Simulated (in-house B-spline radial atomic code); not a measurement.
# Sm⁸⁺: ionisation energy by several methods

An exercise on one series of results from a longer session: the logs are not shown, and one member is left open.

Method: scalar-relativistic (X2C), several functionals, spin-polarised; spherical all-electron atom at the radial basis limit. Code: in-house B-spline radial atomic code version 1.

## The system

```
element       : samarium (Z = 62)
charge        : +8
electrons     : 54
configuration : [Kr] 4d10 4f4 5s2 5p2
nucleus       : Fermi, rms radius 5.082 fm
```

The outer shells:

[Kr] 4d10 4f4 5s2 5p2
```
[Kr] core
4d [↑↓][↑↓][↑↓][↑↓][↑↓]
4f [↑ ][↑ ][↑ ][↑ ][  ][  ][  ]
5s [↑↓]
5p [↑ ][↑ ][  ]
```

Where spins are not typed, each open shell is filled with up spins first.

The first run:

The run's settings:

```ini
Z = 62
electrons = 54.0
configuration = [Kr] 4d10 4f4 5s2 5p2
hamiltonian = x2c
method = b88,p86
spin_polarised = True
nucleus = fermi
rms_radius = 5.0819
mass_number = 152
atomic_mass = 151.919738646
speed_of_light = 137.035999084
```

Among the steps run: BP86, a GGA; TPSS, a meta-GGA; revTPSS, a meta-GGA; PBEsol, a GGA; Hartree-Fock; LDA (VWN5).

One table of the session follows, with a row left open; its other results are not shown here.

| method | ΔSCF (eV) |
| --- | --- |
| LDA (VWN5) | 134.26 |
| BP86 | 134.02 |
| PBEsol | 134.00 |
| TPSS | 133.88 |
| revTPSS | ? |
| Hartree-Fock | 132.78 |

Q: Estimate the row for revTPSS from the others.

As computed: ΔSCF (eV): 133.96. In the column «ΔSCF (eV)» it lies between TPSS (133.88) and PBEsol (134.00).

Members of this set that are not shown: 12 used exact exchange with fractional occupations of an open shell, which is unsound here.
